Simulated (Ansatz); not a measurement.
# Cl2H2S2Zr: up Jacob's ladder to CCSD(T)

Aim: compute Cl2H2S2Zr with functionals from several rungs and with coupled cluster. The comparison is of orbital energies and run times, and the correlation energy is taken apart.

Program: Ansatz 0.2.0, Gaussian basis. Level of theory: functionals in def2-TZVPP, the program's frozen cores in correlated methods. These are calculated values, not measurements.

The runs, in order: PBE-D4, r2SCAN-D4, PBE0-D4, B3LYP-D4, ωB97X-V, ωB97M-V, B2PLYP; CCSD(T)/def2-TZVPP; MP2/def2-QZVPP; extrapolation to the limit.

### 1 The relaxed structure

All runs share one geometry, relaxed beforehand with PBE0-D4 in a triple-zeta def2 set. Zr takes the def2 core potential; no spin-orbit term is included.

SMILES `[SH][Zr]([SH])([Cl])[Cl]`, 7 atoms, charge 0, spin multiplicity 1.

Atoms are counted from 1 here; the program's logs count them from 0.

Bond lengths: S1–Zr2 2.415 Å, S1–H6 1.350 Å, Zr2–S3 2.409 Å, Zr2–Cl4 2.330 Å, Zr2–Cl5 2.326 Å, S3–H7 1.350 Å. Angles: Zr2–S1–H6 90.8°, S1–Zr2–S3 104.2°, S1–Zr2–Cl4 108.8°, S1–Zr2–Cl5 110.2°, S3–Zr2–Cl4 111.3°, S3–Zr2–Cl5 109.8°, Cl4–Zr2–Cl5 112.3°, Zr2–S3–H7 89.0°.

### 2 PBE-D4 (GGA)

Input file in.yaml:

```yaml
crystal:
  periodic: [false, false, false]
  atoms:
    - {symbol: S, position_ang: [-1.899330, -0.562078, -0.719443]}
    - {symbol: Zr, position_ang: [0.394735, -0.123468, -0.103546]}
    - {symbol: S, position_ang: [0.561370, 2.279755, -0.116422]}
    - {symbol: Cl, position_ang: [0.776171, -0.985394, 2.027310]}
    - {symbol: Cl, position_ang: [1.837494, -1.020844, -1.691498]}
    - {symbol: H, position_ang: [-1.716808, -1.885870, -0.528076]}
    - {symbol: H, position_ang: [0.046367, 2.297900, 1.131676]}
basis:
  gaussian: {orbitals: def2-TZVPP}
hamiltonian: {xc: pbe, dispersion: d4}
output: {forces: true, orbitals: {seedname: orbitals}}
```

Started as:

```console
$ ansatz run in.yaml --threads 4 --pin off --events-out ev --progress --plain --max-ram 10444MiB
```

The log of the run:

```text
Functional definition: PBE
  name "PBE"
  cite "Perdew, Burke & Ernzerhof, Phys. Rev. Lett. 77, 3865 (1996) doi:10.1103/PhysRevLett.77.3865"
  parent pbe
  parameter kappa = 0.804
  parameter beta = 0.06672455060314922
  exchange = pbe_x(kappa = kappa, mu = beta*pi^2/3)
  correlation = pbe_c(beta = beta)
1586 factors; their error is unknown
mean field evaluation 1: about -48016.3023 eV, gradient 3.1e1 eV
mean field evaluation 2: about -48015.4224 eV, gradient 3.9e1 eV
mean field evaluation 4: about -48018.8624 eV, gradient 3.4e0 eV
mean field evaluation 8: about -48018.8948 eV, gradient 1.8e-1 eV
mean field evaluation 16: about -48018.8733 eV, gradient 3.2e-4 eV
mean field -48018.87334938 eV, -1764.6610472285 hartree, gradient 1.9e-5 eV, S^2 0.000000; 0 other end points of the search recorded, 0 dependent functions left out
the calculation of the forces begins
reference -48018.87341014 eV, -1764.6610494612 hartree; 40, 40 occupied and 212, 212 virtual orbitals, 1586 factors
Total energy: -48019.15620296 eV, -1764.6714419056 hartree
Atom 0 at    -1.899330    -0.562078    -0.719443 Å, force    -0.222546     0.207973    -0.085660 eV/Å
Atom 1 at     0.394735    -0.123468    -0.103546 Å, force     0.014798    -0.027133     0.035435 eV/Å
Atom 2 at     0.561370     2.279755    -0.116422 Å, force     0.098021     0.212966    -0.232065 eV/Å
Atom 3 at     0.776171    -0.985394     2.027310 Å, force     0.031703    -0.077689     0.186716 eV/Å
Atom 4 at     1.837494    -1.020844    -1.691498 Å, force     0.133059    -0.078743    -0.152274 eV/Å
Atom 5 at    -1.716808    -1.885870    -0.528076 Å, force     0.033190    -0.236219     0.030640 eV/Å
Atom 6 at     0.046367     2.297900     1.131676 Å, force    -0.088224    -0.001154     0.217208 eV/Å
Dipole moment:    -0.070175    -0.008194     0.125494 e Å
```

It took 1.2 s on 4 threads of AMD EPYC 9R45, shared host.

HOMO -6.90 eV, LUMO -3.34 eV.

### 3 r2SCAN-D4 (meta-GGA)

in.yaml, as its differences from that of step 2:

```diff
@@ -12,3 +12,3 @@
   gaussian: {orbitals: def2-TZVPP}
-hamiltonian: {xc: pbe, dispersion: d4}
+hamiltonian: {xc: r2scan, dispersion: d4}
 output: {forces: true, orbitals: {seedname: orbitals}}
```

Same command.

The log of the run (excerpt; [...] marks lines left out):

```text
Functional definition: r2SCAN
  name "r2SCAN"
  cite "Furness, Kaplan, Ning, Perdew & Sun, J. Phys. Chem. Lett. 11, 8208 (2020) doi:10.1021/acs.jpclett.0c02405"
  cite "Furness, Kaplan, Ning, Perdew & Sun, J. Phys. Chem. Lett. 11, 9248 (2020) doi:10.1021/acs.jpclett.0c03077"
  parent r2scan
[...]
1586 factors; their error is unknown
[...]
mean field -48035.75279241 eV, -1765.2813553183 hartree, gradient 1.1e-5 eV, S^2 0.000000; 0 other end points of the search recorded, 0 dependent functions left out
[...]
reference -48035.75280986 eV, -1765.2813559597 hartree; 40, 40 occupied and 212, 212 virtual orbitals, 1586 factors
Total energy: -48035.82149702 eV, -1765.2838801661 hartree
Atom 0 at    -1.899330    -0.562078    -0.719443 Å, force    -0.145097    -0.020985    -0.038359 eV/Å
Atom 1 at     0.394735    -0.123468    -0.103546 Å, force    -0.013259    -0.011016     0.018678 eV/Å
Atom 2 at     0.561370     2.279755    -0.116422 Å, force     0.020300     0.163375    -0.008542 eV/Å
Atom 3 at     0.776171    -0.985394     2.027310 Å, force     0.029218    -0.059893     0.140864 eV/Å
Atom 4 at     1.837494    -1.020844    -1.691498 Å, force     0.103276    -0.058922    -0.110038 eV/Å
Atom 5 at    -1.716808    -1.885870    -0.528076 Å, force     0.007375    -0.003002     0.000261 eV/Å
Atom 6 at     0.046367     2.297900     1.131676 Å, force    -0.001813    -0.009557    -0.002864 eV/Å
Dipole moment:    -0.073628    -0.016088     0.131791 e Å
```

Run time: 2.4 s. Hardware: 4 threads of AMD EPYC 9R45, shared host; peak memory 0.48 GiB.

HOMO -7.21 eV, LUMO -3.22 eV.

### 4 PBE0-D4 (hybrid)

in.yaml, as its differences from that of step 3:

```diff
@@ -12,3 +12,3 @@
   gaussian: {orbitals: def2-TZVPP}
-hamiltonian: {xc: r2scan, dispersion: d4}
-output: {forces: true, orbitals: {seedname: orbitals}}
+hamiltonian: {xc: pbe0, dispersion: d4}
+output: {orbitals: {seedname: orbitals}}
```

Launched as before.

The log of the run:

```text
Functional definition: PBE0
  name "PBE0"
  cite "Adamo & Barone, J. Chem. Phys. 110, 6158 (1999) doi:10.1063/1.478522"
  cite "Perdew, Burke & Ernzerhof, Phys. Rev. Lett. 77, 3865 (1996) doi:10.1103/PhysRevLett.77.3865"
  parent pbe
  parameter a = 0.25
  parameter kappa = 0.804
  parameter beta = 0.06672455060314922
  exchange = (1 - a)*pbe_x(kappa = kappa, mu = beta*pi^2/3) + a*exact_x
  correlation = pbe_c(beta = beta)
1788 factors; their error is unknown
mean field evaluation 1: about -48019.9040 eV, gradient 2.7e1 eV
mean field evaluation 2: about -48017.4116 eV, gradient 4.4e1 eV
mean field evaluation 4: about -48021.7455 eV, gradient 2.3e0 eV
mean field evaluation 8: about -48021.7583 eV, gradient 4.6e-2 eV
mean field evaluation 16: about -48021.8626 eV, gradient 8.9e-5 eV
mean field -48021.86261027 eV, -1764.7709005399 hartree, gradient 3.5e-5 eV, S^2 0.000000; 0 other end points of the search recorded, 0 dependent functions left out
reference -48021.86265334 eV, -1764.7709021226 hartree; 40, 40 occupied and 212, 212 virtual orbitals, 1788 factors
Total energy: -48022.11350402 eV, -1764.7801207150 hartree
```

Run time: 1.6 s. Hardware: 4 threads of AMD EPYC 9R45, shared host; peak memory 0.92 GiB.

HOMO -8.11 eV, LUMO -2.56 eV.

### 5 B3LYP-D4 (hybrid)

B3LYP here takes the VWN-RPA correlation.

in.yaml, as its differences from that of step 4:

```diff
@@ -12,3 +12,3 @@
   gaussian: {orbitals: def2-TZVPP}
-hamiltonian: {xc: pbe0, dispersion: d4}
-output: {orbitals: {seedname: orbitals}}
+hamiltonian: {xc: {name: B3LYP}, dispersion: d4}
+output: {forces: true, orbitals: {seedname: orbitals}}
```

Launched as before.

The log of the run (excerpt; [...] marks lines left out):

```text
Functional definition: B3LYP
  name "B3LYP"
  cite "Stephens, Devlin, Chabalowski & Frisch, J. Phys. Chem. 98, 11623 (1994) doi:10.1021/j100096a001"
  cite "Becke, Phys. Rev. A 38, 3098 (1988) doi:10.1103/PhysRevA.38.3098"
  cite "Lee, Yang & Parr, Phys. Rev. B 37, 785 (1988) doi:10.1103/PhysRevB.37.785"
  cite "Vosko, Wilk & Nusair, Can. J. Phys. 58, 1200 (1980) doi:10.1139/p80-159"
[...]
1682 factors; their error is unknown
[...]
mean field -48040.19294305 eV, -1765.4445278447 hartree, gradient 2.8e-5 eV, S^2 0.000000; 0 other end points of the search recorded, 0 dependent functions left out
[...]
reference -48040.19325573 eV, -1765.4445393354 hartree; 40, 40 occupied and 212, 212 virtual orbitals, 1682 factors
Total energy: -48040.65440481 eV, -1765.4614862518 hartree
Atom 0 at    -1.899330    -0.562078    -0.719443 Å, force    -0.227539    -0.061026    -0.060993 eV/Å
Atom 1 at     0.394735    -0.123468    -0.103546 Å, force    -0.006591     0.005861     0.007293 eV/Å
Atom 2 at     0.561370     2.279755    -0.116422 Å, force     0.012723     0.245587     0.014751 eV/Å
Atom 3 at     0.776171    -0.985394     2.027310 Å, force     0.052026    -0.108784     0.267190 eV/Å
Atom 4 at     1.837494    -1.020844    -1.691498 Å, force     0.187781    -0.108333    -0.207113 eV/Å
Atom 5 at    -1.716808    -1.885870    -0.528076 Å, force    -0.023272     0.002263    -0.008908 eV/Å
Atom 6 at     0.046367     2.297900     1.131676 Å, force     0.004873     0.024433    -0.012221 eV/Å
Dipole moment:    -0.071575    -0.009861     0.123895 e Å
```

Run time: 2.5 s. Hardware: 4 threads of AMD EPYC 9R45, shared host; peak memory 0.94 GiB.

HOMO -7.84 eV, LUMO -2.73 eV.

### 6 ωB97X-V (range-separated)

in.yaml, as its differences from that of step 5:

```diff
@@ -12,3 +12,3 @@
   gaussian: {orbitals: def2-TZVPP}
-hamiltonian: {xc: {name: B3LYP}, dispersion: d4}
-output: {forces: true, orbitals: {seedname: orbitals}}
+hamiltonian: {xc: {name: wB97X-V}}
+output: {orbitals: {seedname: orbitals}}
```

The command is unchanged.

The log of the run (excerpt; [...] marks lines left out):

```text
Functional definition: wB97X-V
  name "wB97X-V"
  cite "Mardirossian & Head-Gordon, Phys. Chem. Chem. Phys. 16, 9904 (2014) doi:10.1039/C3CP54374A"
  cite "Becke, J. Chem. Phys. 107, 8554 (1997) doi:10.1063/1.475007"
  cite "Vydrov & Van Voorhis, J. Chem. Phys. 133, 244103 (2010) doi:10.1063/1.3521275"
[...]
      + integral(e_c_pw_opposite_spin*poly(b97_u_opposite, cos0, cos1)) + vv10(b, c)
1663 factors; their error is unknown
299 factors; integrals over basis functions are off by at most 1.6e-5 eV
[...]
mean field -48030.00546760 eV, -1765.0701450271 hartree, gradient 4.4e-5 eV, S^2 0.000000; 0 other end points of the search recorded, 0 dependent functions left out
reference -48030.00546480 eV, -1765.0701449244 hartree; 40, 40 occupied and 212, 212 virtual orbitals, 1663 factors
Total energy: -48030.00546480 eV, -1765.0701449244 hartree
```

Wall time 3.8 s (4 threads of AMD EPYC 9R45, shared host); peak memory 1.1 GiB.

HOMO -10.43 eV, LUMO -0.46 eV.

### 7 ωB97M-V (range-separated)

in.yaml, as its differences from that of step 6:

```diff
@@ -12,3 +12,3 @@
   gaussian: {orbitals: def2-TZVPP}
-hamiltonian: {xc: {name: wB97X-V}}
-output: {orbitals: {seedname: orbitals}}
+hamiltonian: {xc: {name: wB97M-V}}
+output: {forces: true, orbitals: {seedname: orbitals}}
```

Same command.

The log of the run (excerpt; [...] marks lines left out):

```text
Functional definition: wB97M-V
  name "wB97M-V"
  cite "Mardirossian & Head-Gordon, J. Chem. Phys. 144, 214110 (2016) doi:10.1063/1.4952647"
  cite "Becke, J. Chem. Phys. 107, 8554 (1997) doi:10.1063/1.475007"
  cite "Vydrov & Van Voorhis, J. Chem. Phys. 133, 244103 (2010) doi:10.1063/1.3521275"
  # Of w^i u^j: cxij and so on, Table III.
[...]
  gx(w, u) = 1 - cx + cx01*u + cx10*w
  gss(w, u) = css00 + css04*u^4 + css10*w + css20*w^2 + css43*w^4*u^3
  gos(w, u) = cos00 + cos10*w + (cos20 + cos21*u)*w^2 + (cos60 + cos61*u)*w^6
[...]
      + integral(e_c_pw_mod_opposite_spin*gos(b97_w_opposite, b97_u_opposite)) + vv10(b, c)
1650 factors; their error is unknown
299 factors; integrals over basis functions are off by at most 1.6e-5 eV
[...]
mean field -48033.20322259 eV, -1765.1876603555 hartree, gradient 4.2e-5 eV, S^2 0.000000; 0 other end points of the search recorded, 0 dependent functions left out
[...]
reference -48033.20329371 eV, -1765.1876629691 hartree; 40, 40 occupied and 212, 212 virtual orbitals, 1650 factors
Total energy: -48033.20329371 eV, -1765.1876629691 hartree
Atom 0 at    -1.899330    -0.562078    -0.719443 Å, force    -0.075508    -0.082769    -0.015678 eV/Å
Atom 1 at     0.394735    -0.123468    -0.103546 Å, force    -0.044468     0.025402     0.007325 eV/Å
Atom 2 at     0.561370     2.279755    -0.116422 Å, force    -0.007210     0.070247     0.057293 eV/Å
Atom 3 at     0.776171    -0.985394     2.027310 Å, force     0.026061    -0.037531     0.091335 eV/Å
Atom 4 at     1.837494    -1.020844    -1.691498 Å, force     0.069995    -0.033478    -0.065989 eV/Å
Atom 5 at    -1.716808    -1.885870    -0.528076 Å, force     0.005180     0.076277    -0.005564 eV/Å
Atom 6 at     0.046367     2.297900     1.131676 Å, force     0.025950    -0.018148    -0.068722 eV/Å
Dipole moment:    -0.061410    -0.025238     0.126647 e Å
```

Run time: 5.5 s. Hardware: 4 threads of AMD EPYC 9R45, shared host; peak memory 1.2 GiB.

HOMO -10.25 eV, LUMO -0.50 eV.

### 8 B2PLYP (double hybrid)

in.yaml, as its differences from that of step 7:

```diff
@@ -12,3 +12,2 @@
   gaussian: {orbitals: def2-TZVPP}
-hamiltonian: {xc: {name: wB97M-V}}
-output: {forces: true, orbitals: {seedname: orbitals}}
+hamiltonian: {xc: {name: B2PLYP}}
```

Same command.

The log of the run (excerpt; [...] marks lines left out):

```text
Functional definition: B2PLYP
  name "B2PLYP"
  cite "Grimme, J. Chem. Phys. 124, 034108 (2006) doi:10.1063/1.2148954"
  cite "Becke, Phys. Rev. A 38, 3098 (1988) doi:10.1103/PhysRevA.38.3098"
  cite "Lee, Yang & Parr, Phys. Rev. B 37, 785 (1988) doi:10.1103/PhysRevB.37.785"
[...]
1516 factors; integrals over basis functions are off by at most 1.0e-3 eV
[...]
mean field -48011.95371346 eV, -1764.4067552987 hartree, gradient 9.4e-6 eV, S^2 0.000000; 0 other end points of the search recorded, 0 dependent functions left out
20 core orbitals not correlated: weight in the atoms' cores, before any rotation towards them, 1.000 or more for the frozen orbitals, at most 0.000 for the correlated occupied ones
reference -48011.95390895 eV, -1764.4067624827 hartree; 20, 20 occupied and 212, 212 virtual orbitals, 1516 factors
second order -36.46201682 eV of doubles, -0.00000000 eV of singles
Total energy: -48021.79865349 eV, -1764.7685501716 hartree
```

It took 2.5 s on 4 threads of AMD EPYC 9R45, shared host; peak memory 0.73 GiB.

### 9 Frontier levels by functional

Dipoles come from the runs that computed forces. Levels are read from the orbital files that the runs wrote:

```
functional  HOMO (eV)  LUMO (eV)  gap (eV)  dipole (D)   time
    PBE-D4      -6.90      -3.34      3.56        0.69  1.2 s
 r2SCAN-D4      -7.21      -3.22      3.99        0.73  2.4 s
   PBE0-D4      -8.11      -2.56      5.55              1.6 s
  B3LYP-D4      -7.84      -2.73      5.11        0.69  2.5 s
   ωB97X-V     -10.43      -0.46      9.97              3.8 s
   ωB97M-V     -10.25      -0.50      9.75        0.69  5.5 s
```

### 10 CCSD(T) in def2-TZVPP

in.yaml, as its differences from that of step 8:

```diff
@@ -12,2 +12,2 @@
   gaussian: {orbitals: def2-TZVPP}
-hamiltonian: {xc: {name: B2PLYP}}
+correlation: {method: ccsd_t}
```

The command is unchanged.

The log of the run (excerpt; [...] marks lines left out):

```text
Functional definition: HF
  name "HF"
  cite "Fock, Z. Phys. 61, 126 (1930) doi:10.1007/BF01340294"
  parent pbe
[...]
1516 factors; integrals over basis functions are off by at most 1.0e-3 eV
[...]
mean field -47948.70195569 eV, -1762.0822960741 hartree, gradient 2.4e-6 eV, S^2 0.000000; 0 other end points of the search recorded, 0 dependent functions left out
20 core orbitals not correlated: weight in the atoms' cores, before any rotation towards them, 1.000 or more for the frozen orbitals, at most 0.000 for the correlated occupied ones
reference -47948.70195569 eV, -1762.0822960741 hartree; 20, 20 occupied and 212, 212 virtual orbitals, 1516 factors
second order -29.50880588 eV of doubles, -0.00000000 eV of singles
cycle   1  -29.97025246 eV  change   -4.6e-1 eV  update   1.7e-1
[...]
cycle  10  -30.92613024 eV  change    1.1e-6 eV  update   3.9e-5
perturbative correction -1.58715394 eV, -0.0583268314 hartree
Total energy: -47981.21523987 eV, -1763.2771372295 hartree
```

Wall time 64 s (4 threads of AMD EPYC 9R45, shared host); peak memory 5.4 GiB.

### 11 MP2 in def2-QZVPP

in.yaml, as its differences from that of step 10:

```diff
@@ -11,3 +11,3 @@
 basis:
-  gaussian: {orbitals: def2-TZVPP}
-correlation: {method: ccsd_t}
+  gaussian: {orbitals: "def2-QZVPP.json"}
+correlation: {method: mp2}
```

Launched as before.

The log of the run:

```text
Functional definition: HF
  name "HF"
  cite "Fock, Z. Phys. 61, 126 (1930) doi:10.1007/BF01340294"
  parent pbe
  exchange = exact_x
  correlation = 0
2511 factors; integrals over basis functions are off by at most 1.0e-3 eV
mean field evaluation 1: about -47946.6691 eV, gradient 3.1e1 eV
mean field evaluation 2: about -47946.8655 eV, gradient 3.1e1 eV
mean field evaluation 4: about -47950.0334 eV, gradient 3.5e0 eV
mean field evaluation 8: about -47950.1154 eV, gradient 4.0e-1 eV
mean field evaluation 16: about -47950.1170 eV, gradient 2.2e-6 eV
mean field -47950.11704817 eV, -1762.1342997636 hartree, gradient 2.2e-6 eV, S^2 0.000000; 0 other end points of the search recorded, 0 dependent functions left out
20 core orbitals not correlated: weight in the atoms' cores, before any rotation towards them, 1.000 or more for the frozen orbitals, at most 0.000 for the correlated occupied ones
reference -47950.11704817 eV, -1762.1342997636 hartree; 20, 20 occupied and 381, 381 virtual orbitals, 2511 factors
second order -32.80861984 eV of doubles, -0.00000000 eV of singles
Total energy: -47982.92566801 eV, -1763.3399943041 hartree
```

Run time: 6 s. Hardware: 4 threads of AMD EPYC 9R45, shared host; peak memory 2.1 GiB.

The pieces so far (eV):

```
     basis           HF  MP2 correlation  CCSD correlation      (T)              total
def2-TZVPP  -47948.7020         -29.5088          -30.9261  -1.5872        -47981.2152
def2-QZVPP  -47950.1170         -32.8086                             -47982.9257 (MP2)
```

The report of the def2-TZVPP run gives T1 = 0.0171.

### 12 From triple and quadruple zeta to the limit

No new run: Hartree-Fock is extrapolated as exp(−7.88√X) and correlation as X^−2.97, with X = 3 and 4; only MP2 was run in the larger set, so CCSD(T) minus MP2 is added from the smaller one.

```
  level  energy at the limit (eV)
     HF               -47950.3120
    MP2               -47985.5649
   CCSD               -47986.9822
CCSD(T)               -47988.5694
```

### 13 Summary of results

```
                               quantity                                value
 CCSD(T) correlation energy, def2-TZVPP                           -32.513 eV
              gap, smallest and largest  3.56 eV (PBE-D4), 9.97 eV (ωB97X-V)
                          T1 diagnostic                               0.0171
triples share of the correlation energy                                4.9 %
```

**Reading.** In def2-TZVPP MP2 gives 91 % of the CCSD(T) correlation energy. Orbital gaps span 3.6 to 10.0 eV; exact exchange widens them. Correlated methods include outer-core shells of Zr, which these sets cover unevenly.
